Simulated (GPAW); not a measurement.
# GaGe (P1) in GPAW: convergence with basis set

Aim: find how far basis set must go before the results for GaGe settle, at PBE. This setting moves, with any that are tied to it; all else stays.

Program: GPAW 26.7.0. These are calculated values, not measurements. Logs are shortened: lines on timing, memory, paths and dates and some standing lists are left out, and cuts for length are marked. The log counts tension as positive stress, the text compression.

## 1. The cell of the first run

The typed cell holds 2 atoms: a = 4.098 Å, b = 4.098 Å, c = 4.098 Å, α = 60.00°, β = 60.00°, γ = 60.00°.

The cell comes from a database or a generator and needn't be the stable form of this composition.

The cell isn't the ideal one: atoms moved at random, drawn with an rms of 0.02 Å.

## 2. With basis set lcao:sz(dzp)

The input, run.py:

```python
from ase.dft.bandgap import bandgap
from ase.io import read, write
from gpaw import GPAW

atoms = read('GaGe.xyz')

calc = GPAW(mode='lcao',
            h=0.16,
            basis='sz(dzp)',
            xc='PBE',
            kpts={'size': (5, 5, 5), 'gamma': True},
            occupations={'name': 'fermi-dirac', 'width': 0.05},
            convergence={'density': 1e-05, 'energy': 1e-05},
            maxiter=100,
            txt='gpaw.txt')
atoms.calc = calc
energy = atoms.get_potential_energy()
forces = atoms.get_forces()
calc.write('gs.gpw')
write('result.traj', atoms)
print(f'Energy: {energy:.6f} eV')
print('Forces (eV/A):')
print(forces.round(4))
print('Fermi level:', round(calc.get_fermi_level(), 4), 'eV')
print(f'Gap: {bandgap(calc)[0]:.4f} eV, direct: {bandgap(calc, direct=True)[0]:.4f} eV')
```

The input, GaGe.xyz:

```xyz
2
Lattice="0.0000000000 2.8978440000 2.8978440000 2.8978440000 0.0000000000 2.8978440000 2.8978440000 2.8978440000 0.0000000000" Properties=species:S:1:pos:R:3 pbc="T T T"
Ge     0.0052335063      0.0057377311     -0.0094759499
Ga     1.4500492613      1.4605713329      1.4412340199
```

Potentials or basis: GPAW PAW data sets (gpaw-data 1.2.1), lcao:sz(dzp).

On the command line:

```
$ OMP_NUM_THREADS=1 python run.py
```

gpaw.txt:

```text
__  _  _
 | _ |_)|_||  |
 |__||  | ||/\| - 26.7.0

Input parameters:
  mode=LCAO(),
  basis={'default': 'sz(dzp)'},
  convergence={'density': 1e-05, 'energy': 1e-05},
  h=0.16,
  kpts=MonkhorstPack(size=(5, 5, 5), gamma=True),
  maxiter=100,
  occupations=Occupations(name='fermi-dirac', width=0.05),
  xc=XC(name='PBE')

           Ga

       Ge

Atoms  # Å, Bohr magnetons
|   | symbol |        x |        y |         z |    initial magnetic moments |
|---|--------|----------|----------|-----------|-----------------------------|
| 0 |     Ge | 0.005234 | 0.005738 | -0.009476 | ( 0.0000,  0.0000,  0.0000) |
| 1 |     Ga | 1.450049 | 1.460571 |  1.441234 | ( 0.0000,  0.0000,  0.0000) |

Unit cell  # Å
| periodic |        x |        y |        z |  lengths |    angles |
|----------|----------|----------|----------|----------|-----------|
|      yes | 0.000000 | 2.897844 | 2.897844 | 4.098170 | 60.000000 |
|      yes | 2.897844 | 0.000000 | 2.897844 | 4.098170 | 60.000000 |
|      yes | 2.897844 | 2.897844 | 0.000000 | 4.098170 | 60.000000 |

Number of symmetries: 1
Symmetry operations  # r_c * U_cc + t_c -> r_c
|   | kind |            matrix            |
|---|------|------------------------------|
| 0 |  E   |  1, 0, 0,  0, 1, 0,  0, 0, 1 |

BZ-sampling:
  Number of BZ points: 125
  Number of IBZ points: 63

  Monkhorst-Pack size: [5, 5, 5]
  Monkhorst-Pack shift: [0, 0, 0]

K-points  # in reciprocal-cell coordinates
|     |                                coordinates |     weight |
|-----|--------------------------------------------|------------|
|   0 | (  0.00000000,   0.00000000,   0.00000000) | 0.00800000 |
|   1 | (  0.00000000,   0.00000000,   0.20000000) | 0.01600000 |
|   2 | (  0.00000000,   0.00000000,   0.40000000) | 0.01600000 |
|   3 | (  0.00000000,   0.20000000,  -0.40000000) | 0.01600000 |
|   4 | (  0.00000000,   0.20000000,  -0.20000000) | 0.01600000 |
|   5 | (  0.00000000,   0.20000000,   0.00000000) | 0.01600000 |
|   6 | (  0.00000000,   0.20000000,   0.20000000) | 0.01600000 |
|   7 | (  0.00000000,   0.20000000,   0.40000000) | 0.01600000 |
|   8 | (  0.00000000,   0.40000000,  -0.40000000) | 0.01600000 |
|   9 | (  0.00000000,   0.40000000,  -0.20000000) | 0.01600000 |
| ... |                                            |            |
|  62 | (  0.40000000,   0.40000000,   0.40000000) | 0.01600000 |

basis functions: 8
Spin-components: 1 (collinear spins)
Bands:           8
Projectors:      10
Spin-degeneracy: 2
Datatype:        <class 'complex'>

Parallelization:
  kpt:    1
  domain: 1
  band:   1

Density:
  Valence electrons: 7.0
  Components: 1
  Grid points: [20 20 20]
  Charge: 0.0  # |e|

Potential:
  Grid points: [20 20 20]

species:
  Ge:
    name:    Germanium
    Z:       32.0
    valence: 4
    core:    28
    charge:  0.0  # [|e|]
    compensation charges:
      type: gauss
      rc: 0.32  # [Å]
      lmax: 2
    cutoffs:
      filter: 1.77  # [Å]
      core: 3.42  # [Å]
    projectors
    | kind |    occ | energy [eV] | rcut [Å] |
    |------|--------|-------------|----------|
    |   4s |  2.000 |     -11.726 |    1.005 |
    |   4p |  2.000 |      -3.896 |    1.005 |
    |    s |        |      15.485 |    1.005 |
    |    p |        |      23.315 |    1.005 |
    |    d |        |       0.000 |    1.005 |

[... 110 lines left out ...]
|   8 | (  0.00000000,   0.40000000,  -0.40000000) | 0.01600000 |
|   9 | (  0.00000000,   0.40000000,  -0.20000000) | 0.01600000 |
| ... |                                            |            |
|  62 | (  0.40000000,   0.40000000,   0.40000000) | 0.01600000 |

basis functions: 8
Spin-components: 1 (collinear spins)
Bands:           8
Projectors:      10
Spin-degeneracy: 2
Datatype:        <class 'complex'>

Parallelization:
  kpt:    1
  domain: 1
  band:   1

Density:
  Valence electrons: 7.0
  Components: 1
  Grid points: [20 20 20]
  Charge: 0.0  # |e|

Potential:
  Grid points: [20 20 20]

species:
  Ge:
    name:    Germanium
    Z:       32.0
    valence: 4
    core:    28
    charge:  0.0  # [|e|]
    compensation charges:
      type: gauss
      rc: 0.32  # [Å]
      lmax: 2
    cutoffs:
      filter: 1.77  # [Å]
      core: 3.42  # [Å]
    projectors
    | kind |    occ | energy [eV] | rcut [Å] |
    |------|--------|-------------|----------|
    |   4s |  2.000 |     -11.726 |    1.005 |
    |   4p |  2.000 |      -3.896 |    1.005 |
    |    s |        |      15.485 |    1.005 |
    |    p |        |      23.315 |    1.005 |
    |    d |        |       0.000 |    1.005 |

    LCAO basis set for Ge:
      Name: sz(dzp)
      File: <dir>
      Number of radial functions: 2
      Number of spherical harmonics: 4
        l=0, rc=6.6406 Bohr: 4s-sz confined orbital
        l=1, rc=8.9688 Bohr: 4p-sz confined orbital
      Number of RI-basis functions 0

  Ga:
    name:    Gallium
    Z:       31.0
    valence: 3
    core:    28
    charge:  0.0  # [|e|]
    compensation charges:
      type: gauss
      rc: 0.37  # [Å]
      lmax: 2
    cutoffs:
      filter: 2.06  # [Å]
      core: 4.17  # [Å]
    projectors
    | kind |    occ | energy [eV] | rcut [Å] |
    |------|--------|-------------|----------|
    |   4s |  2.000 |      -8.945 |    1.164 |
    |   4p |  1.000 |      -2.580 |    1.164 |
    |    s |        |      18.266 |    1.164 |
    |    p |        |      24.631 |    1.164 |
    |    d |        |       0.000 |    1.164 |

    LCAO basis set for Ga:
      Name: sz(dzp)
      File: <dir>
      Number of radial functions: 2
      Number of spherical harmonics: 4
        l=0, rc=7.2656 Bohr: 4s-sz confined orbital
        l=1, rc=10.3438 Bohr: 4p-sz confined orbital
      Number of RI-basis functions 0

Reference energy: -109982.309381  # eV

eigensolver:
  <gpaw.new.lcao.eigensolver.LCAOEigensolver object>
density mixing:
  MSR1-Mixer
  Pratt-step length: 0.05
  Maximum mixing coefficient: 0.75
  Old densities: 10
  SVD Regularization: 0.005
  Good broyden scale: 1.0
  Trust region scale: 1.0
  Backstep threshold: 4.0
  History deletion threshold: 6.0
  Fourier metric: weight=20.0, sigma=0.015

occupation numbers:
  Fermi-Dirac:
    width: 0.0500  # eV

FastPoissonSolver using
    Stencil: 12*3+1=37 point O(h^6) finite-difference Laplacian
    FFT axes: [np.int64(0), np.int64(1), np.int64(2)]
    FST axes: []

xc functional:
  name: PBE with 2 nearest neighbor stencil
interpolation: tri-quintic # 5. degree polynomial

convergence criteria:
- Maximum integral of absolute [dens]ity change: 1e-05 electrons / valence electron
- Maximum [total energy] change in last 3 cyles: 1e-05 eV / valence electron
- Maximum integral of absolute [eigenst]ate change: 4e-08 eV^2 / valence electron
maximum number of iterations: 100

SCF iterations
|iter     | |      energy | eigst |  dens |
|---------|-|-------------|-------|-------|
|iter:   1| |   -6.520133 |      c|       |
|iter:   2| |   -6.512117 |      c| -1.00 |
|iter:   3| |   -6.448757 |      c| -1.03 |
|iter:   4| |   -6.443851 |      c| -1.58 |
|iter:   5| |   -6.443849 |      c| -3.04 |
|iter:   6| |   -6.443849c|      c| -3.56 |
|iter:   7| |   -6.443849c|      c| -4.94 |
|iter:   8| |   -6.443849c|      c| -6.29c|

Converged in 8 steps
Energy contributions relative to reference atoms: (reference = -109982.309381)

Energy contributions:
  Kinetic:           6.039897
  Coulomb:          -4.837068
  Zero:              0.034651
  External:          0.000000
  Xc:               -7.676642
  Entropy:          -0.009374
  Spinorbit:         0.000000
  ----------------------------
  Free energy:      -6.448536
  Extrapolated:     -6.443849

dipole moment: (-3.218340, -3.165254, 15.470031)  # |e|*Ang

Fermi level: 3.529
Eigenvalues  # (at kpt = [0.000, 0.000, 0.000])
| band index |      eig [eV] | occ [0-2] |
|------------|---------------|-----------|
|          0 |        -7.047 |     2.000 |
|          1 |         5.192 |     0.000 |
|          2 |         5.229 |     0.000 |
|          3 |         5.246 |     0.000 |
|          4 |         5.539 |     0.000 |
|          5 |         8.292 |     0.000 |
|          6 |         8.308 |     0.000 |
|          7 |         8.341 |     0.000 |

No gap
No difference between direct/indirect transitions

Forces  # eV/Ang
|        x |        y |        z |
|----------|----------|----------|
| -0.02529 |  0.04578 |  0.00821 |  # Ge   0
|  0.02917 | -0.04187 | -0.01235 |  # Ga   1

# Writing to gs.gpw (mode='')
```

It took 37 s on 1 thread of Intel Xeon 6975P-C (Granite Rapids), shared host; peak memory 0.16 GiB.

What came out:

- Free energy: -6.4485 eV
- Largest force: 0.053 eV/Å
- Band gap on the k mesh: none (metal or under the smearing width)

## 3. With basis set lcao:szp(dzp)

Changes to run.py since step 2:

```diff
@@ -8,3 +8,3 @@
             h=0.16,
-            basis='sz(dzp)',
+            basis='szp(dzp)',
             xc='PBE',
```

GaGe.xyz is that of step 2.

Potentials or basis: GPAW PAW data sets (gpaw-data 1.2.1), lcao:szp(dzp).

On the command line:

```
$ OMP_NUM_THREADS=1 python run.py
```

Wall time 2.4 min (1 thread of Intel Xeon 6975P-C (Granite Rapids), shared host); peak memory 0.18 GiB.

Results:

```
Free energy            : -6.5308 eV
Largest force          : 0.051 eV/Å
Band gap on the k mesh : none (metal or under the smearing width)
```

## 4. With basis set lcao:dz(dzp)

Changes to run.py since step 3:

```diff
@@ -8,3 +8,3 @@
             h=0.16,
-            basis='szp(dzp)',
+            basis='dz(dzp)',
             xc='PBE',
```

GaGe.xyz is that of step 3.

Potentials or basis: GPAW PAW data sets (gpaw-data 1.2.1), lcao:dz(dzp).

On the command line:

```
$ OMP_NUM_THREADS=1 python run.py
```

Run time: 57 s. Hardware: 1 thread of Intel Xeon 6975P-C (Granite Rapids), shared host; peak memory 0.17 GiB.

What came out:

- Free energy: -6.8222 eV
- Largest force: 0.048 eV/Å
- Band gap on the k mesh: none (metal or under the smearing width)

## 5. With basis set lcao:dzp

Changes to run.py since step 4:

```diff
@@ -8,3 +8,3 @@
             h=0.16,
-            basis='dz(dzp)',
+            basis='dzp',
             xc='PBE',
```

GaGe.xyz is that of step 4.

Potentials or basis: GPAW PAW data sets (gpaw-data 1.2.1), lcao:dzp.

On the command line:

```
$ OMP_NUM_THREADS=1 python run.py
```

Wall time 3.4 min (1 thread of Intel Xeon 6975P-C (Granite Rapids), shared host); peak memory 0.18 GiB.

Results (log left out):

| Property | Result |
| --- | --- |
| Free energy | -6.8967 eV |
| Largest force | 0.048 eV/Å |
| Band gap on the k mesh | none (metal or under the smearing width) |

## 6. With basis set fd

Changes to run.py since step 5:

```diff
@@ -6,5 +6,4 @@
 
-calc = GPAW(mode='lcao',
+calc = GPAW(mode='fd',
             h=0.16,
-            basis='dzp',
             xc='PBE',
@@ -12,2 +11,3 @@
             occupations={'name': 'fermi-dirac', 'width': 0.05},
+            nbands=11,
             convergence={'density': 1e-05, 'energy': 1e-05},
```

GaGe.xyz is that of step 5.

Potentials or basis: GPAW PAW data sets (gpaw-data 1.2.1), fd.

On the command line:

```
$ OMP_NUM_THREADS=1 python run.py
```

It took 30 s on 1 thread of Intel Xeon 6975P-C (Granite Rapids), shared host; peak memory 0.29 GiB.

The run converged. Its results:

```
Free energy            : -7.1249 eV
Largest force          : 0.046 eV/Å
Band gap on the k mesh : none (metal or under the smearing width)
```

## 7. With basis set pw

Changes to run.py since step 6:

```diff
@@ -2,3 +2,4 @@
 from ase.io import read, write
-from gpaw import GPAW
+from ase.units import GPa
+from gpaw import GPAW, PW
 
@@ -6,4 +7,3 @@
 
-calc = GPAW(mode='fd',
-            h=0.16,
+calc = GPAW(mode=PW(600),
             xc='PBE',
@@ -18,2 +18,3 @@
 forces = atoms.get_forces()
+stress = atoms.get_stress()
 calc.write('gs.gpw')
@@ -23,2 +24,3 @@
 print(forces.round(4))
+print('Stress (GPa):', (stress / GPa).round(3))
 print('Fermi level:', round(calc.get_fermi_level(), 4), 'eV')
```

GaGe.xyz is that of step 6.

Potentials or basis: GPAW PAW data sets (gpaw-data 1.2.1), pw.

On the command line:

```
$ OMP_NUM_THREADS=1 python run.py
```

It took 11 s on 1 thread of Intel Xeon 6975P-C (Granite Rapids), shared host; peak memory 0.18 GiB.

It converged, with:

- Free energy: -7.1330 eV
- Pressure: 0.4 GPa
- Largest force: 0.046 eV/Å
- Band gap on the k mesh: none (metal or under the smearing width)

## 8. The series at a glance

```tsv
basis set	energy less the tightest run, at zero smearing (meV/atom)	largest force (eV/Å)	SCF cycles	CPU time (s)	peak memory (GiB)
lcao:sz(dzp)	342.23	0.053	8	37	0.16
lcao:szp(dzp)	301.12	0.051	7	140	0.18
lcao:dz(dzp)	155.39	0.048	9	57	0.17
lcao:dzp	118.16	0.048	9	200	0.18
fd	4.04	0.046	10	30	0.29
pw	0.00	0.046	9	11	0.18
```

Against the tightest run, the largest force stays within 0.005 eV/Å from lcao:dz(dzp) on. Not settled before the last step: the energy (to 1 meV/atom). The tightest run that finished is the yardstick and may itself not be fully converged.

Caveats: all runs use coarse meshes.
